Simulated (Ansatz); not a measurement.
# AsH4OP: a ladder of functionals and wavefunction methods

An exercise on one series of results from a longer session: the logs are not shown, and one member is left open.

Method: functionals in def2-TZVPP, the program's frozen cores in correlated methods; program: Ansatz 0.2.0, Gaussian basis.

The runs, in order: LDA (SPW92), PBE-D4, revPBE-D4, BLYP-D4, r2SCAN-D4, B97M-V, PBE0-D4, B3LYP-D4, r2SCANh-D4, r2SCAN0-D4, HSE06-D4, BHLYP-D4, CAM-B3LYP-D4, LC-ωPBE, ωB97X-V, ωB97M-V, B2PLYP, PBE-QIDH; CCSD(T)/def2-SVP; CCSD(T)/def2-TZVPP; MP2/def2-QZVPP; extrapolation to the limit; RPA on PBE.

## The geometry

The geometry comes from an earlier relaxation with PBE0-D4 in a triple-zeta def2 set; it is a stationary point, not always the lowest conformer.

7 atoms, charge 0, spin multiplicity 1.

Atoms are counted from 1 here; the program's logs count them from 0.

Bond lengths: P1–O2 1.649 Å, P1–H4 1.426 Å, P1–H5 1.425 Å, O2–As3 1.810 Å, As3–H6 1.529 Å, As3–H7 1.528 Å. Angles: O2–P1–H4 98.5°, O2–P1–H5 98.4°, H4–P1–H5 91.9°, P1–O2–As3 118.2°, O2–As3–H6 95.1°, O2–As3–H7 94.5°, H6–As3–H7 91.0°.

Geometry (Å):

```xyz
7
charge 0, multiplicity 1
P    -1.0215    0.8021   -0.8542
O    -0.0229   -0.2988   -0.1398
As    1.1618    0.2950    1.0936
H    -2.2525    0.0982   -0.7056
H    -0.8793    0.3661   -2.2039
H     0.7752   -0.7317    2.1586
H     2.3004   -0.5990    0.6055
```

Set-up of the first run:

in.yaml reads:

```yaml
crystal:
  periodic: [false, false, false]
  atoms:
    - {symbol: P, position_ang: [-1.021534, 0.802121, -0.854219]}
    - {symbol: O, position_ang: [-0.022929, -0.298755, -0.139790]}
    - {symbol: As, position_ang: [1.161801, 0.295024, 1.093563]}
    - {symbol: H, position_ang: [-2.252461, 0.098219, -0.705550]}
    - {symbol: H, position_ang: [-0.879280, 0.366079, -2.203875]}
    - {symbol: H, position_ang: [0.775198, -0.731667, 2.158641]}
    - {symbol: H, position_ang: [2.300405, -0.599022, 0.605530]}
basis:
  gaussian: {orbitals: def2-TZVPP}
hamiltonian: {xc: lda}
output: {orbitals: {seedname: orbitals}}
```

Command:

```sh
ansatz run in.yaml --threads 2 --pin off --events-out ev --progress --plain --max-ram 4352MiB
```

Steps of the session up to this table: LDA; PBE-D4 (GGA); revPBE-D4 (GGA); BLYP-D4 (GGA); r2SCAN-D4 (meta-GGA); B97M-V (meta-GGA); B3LYP-D4 (hybrid); r2SCANh-D4 (hybrid); r2SCAN0-D4 (hybrid); HSE06-D4 (hybrid); BHLYP-D4 (hybrid); CAM-B3LYP-D4 (range-separated); LC-ωPBE (range-separated); ωB97X-V (range-separated); ωB97M-V (range-separated); B2PLYP (double hybrid); PBE-QIDH (double hybrid).

One of the session's tables, all rows but one given; the rest of the session is left out.

It belongs to the step «Orbital energies across the functionals». 

```
  functional  HOMO (eV)  gap (eV)
 LDA (SPW92)      -5.93      3.71
      PBE-D4      -5.84      3.87
   revPBE-D4      -5.80      3.93
     BLYP-D4      -5.72      3.89
   r2SCAN-D4      -6.09      4.34
      B97M-V      -6.20      4.48
     PBE0-D4      -7.05      6.01
    B3LYP-D4      -6.85      5.59
  r2SCANh-D4      -6.54      5.13
  r2SCAN0-D4      -7.22      6.30
    HSE06-D4      -6.65      5.23
    BHLYP-D4          ?         ?
CAM-B3LYP-D4      -8.39      8.45
     LC-ωPBE      -9.73     10.99
     ωB97X-V      -9.40     10.52
     ωB97M-V      -9.26     10.20
```

Q: Estimate the row for BHLYP-D4 from the others.

Worked estimate for «HOMO (eV)». Against the share of exact exchange, BLYP-D4 (0, -5.72), B3LYP-D4 (0.2, -6.85) give a slope of -5.65 per unit share; at 0.5 the line stands at -8.54.

As computed: HOMO (eV): -8.17; gap (eV): 8.13. In «HOMO (eV)» the line misses by -0.37.
